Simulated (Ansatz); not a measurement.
**C₂H₇BGeO: a ladder of functionals and wavefunction methods**

An exercise on one series of results from a longer session: the logs are not shown, and one member is left open.

Program: Ansatz 0.2.0, Gaussian basis. Level of theory: functionals in def2-TZVPP, the program's frozen cores in correlated methods. These are calculated values, not measurements.

Plan: PBE-D4, r2SCAN-D4, PBE0-D4, B3LYP-D4, ωB97X-V, ωB97M-V, B2PLYP; CCSD(T)/def2-TZVPP; MP2/def2-QZVPP; extrapolation to the limit.

**The relaxed structure**

The geometry comes from an earlier relaxation with PBE0-D4 in a triple-zeta def2 set; it is a stationary point, not always the lowest conformer.

SMILES `C[B]1O[CH2][GeH2]1`, 12 atoms, charge 0, spin multiplicity 1.

Atoms are counted from 1 here; the program's logs count them from 0.

Bond lengths: C1–B2 1.551 Å, C1–H6 1.093 Å, C1–H7 1.095 Å, C1–H8 1.095 Å, B2–O3 1.359 Å, B2–Ge5 2.087 Å, O3–C4 1.454 Å, C4–Ge5 2.003 Å, C4–H9 1.091 Å, C4–H10 1.091 Å, Ge5–H11 1.540 Å, Ge5–H12 1.540 Å. Angles: B2–C1–H6 112.6°, B2–C1–H7 110.3°, B2–C1–H8 110.3°, H6–C1–H7 108.8°, H6–C1–H8 108.8°, H7–C1–H8 105.8°, C1–B2–O3 124.1°, C1–B2–Ge5 143.9°, O3–B2–Ge5 92.0°, B2–O3–C4 107.8°, O3–C4–Ge5 92.7°, O3–C4–H9 109.2°, O3–C4–H10 109.2°, Ge5–C4–H9 117.3°, Ge5–C4–H10 117.3°, H9–C4–H10 109.5°, B2–Ge5–C4 67.5°, B2–Ge5–H11 122.9° and more.

Set-up of the first run:

in.yaml

```yaml
crystal:
  periodic: [false, false, false]
  atoms:
    - {symbol: C, position_ang: [-1.839508, -0.120349, 1.045302]}
    - {symbol: B, position_ang: [-0.468995, 0.017825, 0.331907]}
    - {symbol: O, position_ang: [0.507503, 0.881750, 0.716746]}
    - {symbol: C, position_ang: [1.630907, 0.716995, -0.191636]}
    - {symbol: Ge, position_ang: [0.690112, -0.702255, -1.247272]}
    - {symbol: H, position_ang: [-1.940205, 0.556915, 1.896857]}
    - {symbol: H, position_ang: [-1.984327, -1.148312, 1.393450]}
    - {symbol: H, position_ang: [-2.655539, 0.074106, 0.341672]}
    - {symbol: H, position_ang: [2.511219, 0.415998, 0.377542]}
    - {symbol: H, position_ang: [1.828544, 1.665037, -0.693296]}
    - {symbol: H, position_ang: [0.420901, -0.332542, -2.717566]}
    - {symbol: H, position_ang: [1.376388, -2.080366, -1.219706]}
basis:
  gaussian: {orbitals: def2-TZVPP}
hamiltonian: {xc: pbe, dispersion: d4}
output: {forces: true, orbitals: {seedname: orbitals}}
```

Run with:

```console
ansatz run in.yaml --threads 4 --pin off --events-out ev --progress --plain --max-ram 10444MiB
```

Among the steps run: PBE-D4 (GGA); r2SCAN-D4 (meta-GGA); PBE0-D4 (hybrid); B3LYP-D4 (hybrid); ωB97X-V (range-separated); ωB97M-V (range-separated); B2PLYP (double hybrid); CCSD(T) in def2-TZVPP; MP2 in def2-QZVPP.

One table of the session follows, with a row left open; its other results are not shown here.

```
            method  atomisation energy (kcal/mol)
            PBE-D4                         1085.9
         r2SCAN-D4                         1071.7
           PBE0-D4                         1069.1
          B3LYP-D4                         1063.1
           ωB97X-V                         1068.8
           ωB97M-V                         1066.4
            B2PLYP                         1054.0
     HF/def2-TZVPP                          783.6
    MP2/def2-TZVPP                              ?
   CCSD/def2-TZVPP                         1026.5
CCSD(T)/def2-TZVPP                         1042.3
           MP2/CBS                         1079.7
       CCSD(T)/CBS                         1065.1
```

Q: Estimate the row for MP2/def2-TZVPP from the others.

The run gave: atomisation energy (kcal/mol): 1056.9. In the column «atomisation energy (kcal/mol)» it lies between B2PLYP (1054.0) and B3LYP-D4 (1063.1).

To keep in mind: Free atoms (2 C, 1 B, 1 O, 1 Ge, 7 H) were run apart at each level; the atomisation energy is their sum less the molecule, without zero-point or spin-orbit terms.
